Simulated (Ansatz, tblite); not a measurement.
LiCl: GFN1-xTB, run from Python

These are simulated results from tblite 0.8.0, not measurements. The cell began as a measured structure and was relaxed with r2SCAN in plane waves (Ansatz 0.2.0). All runs are without spin polarisation.

Space group Fm-3m (No. 225), cubic; a = 5.112 Å in the conventional setting, 16.70 Å³ an atom. Li has 6 Cl at 2.56 Å; Cl has 6 Li at 2.56 Å.

tblite solves periodic systems at the zone centre alone, so the script builds a cluster of 2×2×2 conventional cells (64 atoms), which folds in a coarse mesh of k points.

run.py reads:

```python
import json
from ase import Atoms
from ase.build import make_supercell
from ase.units import Bohr, GPa, Hartree
from tblite.interface import Calculator

atoms = Atoms(['Li', 'Cl'],
              cell=[[0.0, 2.55602521, 2.55602521], [2.55602521, 0.0, 2.55602521], [2.55602521, 2.55602521, 0.0]],
              scaled_positions=[[0.0, 0.0, 0.0], [0.5, 0.5, 0.5]],
              pbc=True)
cluster = make_supercell(atoms, [[-2, 2, 2], [2, -2, 2], [2, 2, -2]])
calc = Calculator('GFN1-xTB', cluster.numbers, cluster.positions / Bohr, lattice=cluster.cell[:] / Bohr, periodic=cluster.pbc)
calc.set('temperature', 0.02 / Hartree)
calc.set('max-iter', 150)
res = calc.singlepoint()
levels = res.get('orbital-energies') * Hartree
nv = round(res.get('orbital-occupations').sum() / 2)
cells = len(cluster) // len(atoms)
out = {'energy_per_cell': res.get('energy') * Hartree / cells, 'homo': levels[nv - 1], 'lumo': levels[nv],
       'stress': (-res.get('virial') * Hartree / cluster.get_volume() / GPa).tolist(), 'charges': res.get('charges')[:len(atoms)].tolist(), 'electrons': 2 * nv / cells}
json.dump(out, open('results.json', 'w'))
for key, value in out.items():
    print(key, value)
```

Command: `python run.py`. It took 4.3 s on 1 thread of Arm Neoverse V1 (shared host), peak memory 0.12 GiB.

Output:

```
------------------------------------------------------------
  cycle        total energy    energy error   density error
------------------------------------------------------------
      1     -152.0231374246  -1.5173297E+02   5.4745736E-01
      2     -152.0667831697  -4.3645745E-02   3.2547760E-01
      3     -152.0722010485  -5.4178788E-03   2.0271598E-02
      4     -152.0745137413  -2.3126929E-03   1.1747434E-03
      5     -152.0745228989  -9.1575427E-06   3.6853079E-05
      6     -152.0745229014  -2.5684415E-09   4.3732039E-06
------------------------------------------------------------

 total:                                   3.671 sec
energy_per_cell -129.31745459819825
homo -13.2280267012909
lumo -9.035048883015882
stress [[-3.472950601573438, 1.998252202018033e-14, 1.4996363063331872e-14], [1.9932440194001817e-14, -3.472950601573425, -1.026945156444206e-16], [1.4968938915867085e-14, -1.1469116855662999e-16, -3.472950601573437]]
charges [0.4059010024385705, -0.40590010175111746]
electrons 8.0
```

The cycle table is in hartree for the whole cluster, and the lines after it are in eV (the energy for one cell). The printed stress is in GPa and positive in compression, and the pressure is its mean diagonal.

GFN1-xTB gives a gap of 4.19 eV. On the same cell, plane-wave PBE (Ansatz, 8×8×8 k points and the special points) gives a gap of 6.38 eV and r2SCAN a gap of 7.29 eV; on shared hosts these took about 0.99 and 2.6 core-seconds on the 2-atom cell, against 4.3 for the script. Semilocal gaps usually lie below measured ones. xTB was fitted to molecules, so gaps, charges and pressures of solids can be far off, and the gap also depends on the size of the cluster.

The same script was run on cells scaled at fixed shape and fractional coordinates:

```csv
volume (Å³/atom),energy (meV/atom),"pressure (GPa, positive in compression)",gap (eV)
14.70,-15.0,1.63,4.71
15.70,-15.3,-1.33,4.43
16.70,0.0,-3.47,4.19
17.70,26.7,-4.99,3.98
18.70,61.6,-6.11,3.80
```

A Birch-Murnaghan fit puts the minimum at 15.20 Å³/atom, 9.0 % below the given cell, with a bulk modulus of 44.4 GPa at fixed shape.

xTB was fitted mostly to molecules, and a small cluster samples few k points, so gaps, pressures and kinks along a curve can be far from a solid's.
